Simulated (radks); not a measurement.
# Ionisation energy and size from K to Co

An exercise on one series of results from a longer session: the logs are not shown, and one member is left open.

The numbers are computed with radks (a radial shooting solver on a logarithmic mesh, Libxc functionals) version 1 (scalar-relativistic Kohn-Sham, PBEsol, spin-polarised, spherical densities, point nucleus; open shells are filled with parallel spins first), except any that are marked as measured or tabulated.

## What is computed

- species: K, Ca, Sc, Ti, V, Cr, Mn, Fe, Co
- runs: 18, each species and its next ion

Set-up of the first run:

Input:

```text
Z 19
configuration [Ar] 4s1
relativity scalar-relativistic
functional pbe_sol,pbe_sol
spin polarised
nucleus point
c 137.035999084
```

Steps of the session up to this table: K, [Ar] 4s1; K⁺, [Ar]; Ca, [Ar] 4s2; Ca⁺, [Ar] 4s1; Sc, [Ar] 3d1 4s2; Sc⁺, [Ar] 3d1 4s1; Ti, [Ar] 3d2 4s2; Ti⁺, [Ar] 3d2 4s1; V, [Ar] 3d3 4s2; V⁺, [Ar] 3d4; Cr, [Ar] 3d5 4s1; Cr⁺, [Ar] 3d5; Mn, [Ar] 3d5 4s2; Mn⁺, [Ar] 3d5 4s1; Fe, [Ar] 3d6 4s2; Fe⁺, [Ar] 3d6 4s1; Co, [Ar] 3d7 4s2; Co⁺, [Ar] 3d8.

One table of the session follows, with a row left open; its other results are not shown here.

| species | Δ-SCF (eV) | −ε(HOMO) (eV) | its <r> (bohr) |
| --- | --- | --- | --- |
| K | 4.391 | 2.543 | 4.91 |
| Ca | 6.044 | 3.765 | 4.01 |
| Sc | 6.410 | 3.536 | 3.77 |
| Ti | 6.654 | 4.170 | 3.61 |
| V | 5.897 | 4.282 | 3.48 |
| Cr | 7.392 | 3.738 | 3.30 |
| Mn | 7.186 | 4.466 | 3.28 |
| Fe | 7.791 | 4.866 | 3.10 |
| Co | ? | ? | ? |

Estimate the missing values for Co.

The run gave: Δ-SCF (eV): 7.682; −ε(HOMO) (eV): 5.194; its <r> (bohr): 2.96. In the column «Δ-SCF (eV)» it lies between Cr (7.392) and Fe (7.791).

Reference values: NIST Atomic Spectra Database, measured. By these runs, which need not match the measured order, Fe holds its electron most tightly (7.791 eV) and K least (4.391 eV); the widest outer orbital is the 4s of K. The Δ-SCF values miss the measured or semi-empirical entries by -1.7 % in the signed mean; the largest miss is -12.6 % (V). For Sc, Cr the highest level isn't the widest one, so −ε(HOMO) and <r> belong to different orbitals, and Δ-SCF follows the ion's typed configuration. Open shells are spherical and high-spin; term and fine-structure splittings are not resolved.

**Measured values.**

From NIST Atomic Spectra Database: ionisation energy of K 4.34066 eV; ionisation energy of Ca 6.11316 eV; ionisation energy of Sc 6.56149 eV; ionisation energy of Ti 6.82812 eV; ionisation energy of V 6.74619 eV; ionisation energy of Cr 6.76651 eV; ionisation energy of Mn 7.43404 eV; ionisation energy of Fe 7.90247 eV.
